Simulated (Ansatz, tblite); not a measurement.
OsBr2: GFN1-xTB, run from Python

These are simulated results from tblite 0.8.0, not measurements. The cell was built from a prototype and was relaxed with r2SCAN in plane waves (Ansatz 0.2.0). It may be hypothetical. It is a single sheet, repeated along a and b, with vacuum along c. All runs are without spin polarisation.

In-plane lattice: a = 3.794 Å, b = 3.794 Å, γ = 120.0°; thickness between the outer nuclei 2.57 Å. Os has 6 Br at 2.54 Å; Br has 3 Os at 2.54 Å.

tblite solves periodic systems at the zone centre alone, so the script builds a cluster of 3×3×1 conventional cells (27 atoms), which folds in a coarse mesh of k points.

Input script:

```python
import json
from ase import Atoms
from ase.build import make_supercell
from ase.units import Bohr, GPa, Hartree
from tblite.interface import Calculator

atoms = Atoms(['Os', 'Br', 'Br'],
              cell=[[3.79353993, 0.0, 0.0], [-1.89676996, 3.28530195, 0.0], [0.0, 0.0, 30.15072049]],
              scaled_positions=[[0.0, 0.0, 0.298500329], [0.333333333, 0.666666667, 0.341072978], [0.666666667, 0.333333333, 0.255927681]],
              pbc=True)
cluster = make_supercell(atoms, [[3, 0, 0], [0, 3, 0], [0, 0, 1]])
calc = Calculator('GFN1-xTB', cluster.numbers, cluster.positions / Bohr, lattice=cluster.cell[:] / Bohr, periodic=cluster.pbc)
calc.set('temperature', 0.02 / Hartree)
calc.set('max-iter', 150)
res = calc.singlepoint()
levels = res.get('orbital-energies') * Hartree
nv = round(res.get('orbital-occupations').sum() / 2)
cells = len(cluster) // len(atoms)
out = {'energy_per_cell': res.get('energy') * Hartree / cells, 'homo': levels[nv - 1], 'lumo': levels[nv],
       'stress': (-res.get('virial') * Hartree / cluster.get_volume() / GPa).tolist(), 'charges': res.get('charges')[:len(atoms)].tolist(), 'electrons': 2 * nv / cells}
json.dump(out, open('results.json', 'w'))
for key, value in out.items():
    print(key, value)
```

Command: `python run.py`. It took 1 s on 1 thread of Arm Neoverse V1, on a shared host, peak memory 0.1 GiB.

Output:

```
------------------------------------------------------------
  cycle        total energy    energy error   density error
------------------------------------------------------------
      1     -100.3864568474  -1.0045863E+02   7.3136293E-01
      2     -100.3783559938   8.1008536E-03   4.1009151E-01
      3     -99.94000929457   4.3834670E-01   2.5245586E-01
      4     -100.4113122906  -4.7130300E-01   3.4883175E-03
      5     -100.4114148236  -1.0253307E-04   8.9255498E-04
      6     -100.4114168945  -2.0709057E-06   3.8732756E-05
      7     -100.4114169075  -1.2993453E-08   9.6175192E-06
------------------------------------------------------------

 total:                                   0.322 sec
energy_per_cell -303.59264741383413
homo -10.539504380519142
lumo -9.175320294017839
stress [[1.560606877865897, -9.657973235832805e-07, 3.005944584282474e-08], [-9.65797323593161e-07, 1.5606057797698702, -1.1405273971412415e-08], [3.0059445803799404e-08, -1.1405273954685885e-08, 1.5955228858826416]]
charges [-0.0759439304971481, 0.037967676980234295, 0.03797229567133754]
electrons 22.0
```

The cycle table is in hartree for the whole cluster, and the lines after it are in eV (the energy for one cell). The printed stress is in GPa and positive in compression, and the pressure is its mean diagonal, here averaged over the vacuum too.

GFN1-xTB gives a gap of 1.36 eV. On the same cell, plane-wave PBE (Ansatz, 12×12×1 k points and the special points) gives a gap of 1.20 eV and r2SCAN a gap of 1.65 eV; on shared hosts these took about 13 and 33 core-seconds on the 3-atom cell, against 1 for the script. Spin-orbit coupling, left out in all these runs, can cut or reorder the gap by tenths of an eV, up to about 1 eV with Pb or Bi. xTB was fitted to molecules, so gaps, charges and pressures of solids can be far off, and the gap also depends on the size of the cluster.

xTB was fitted mostly to molecules, and a small cluster samples few k points, so gaps, pressures and kinks along a curve can be far from a solid's.

No spin-orbit coupling is included; it can move band edges with weight on the heavy atoms by tenths of an eV.
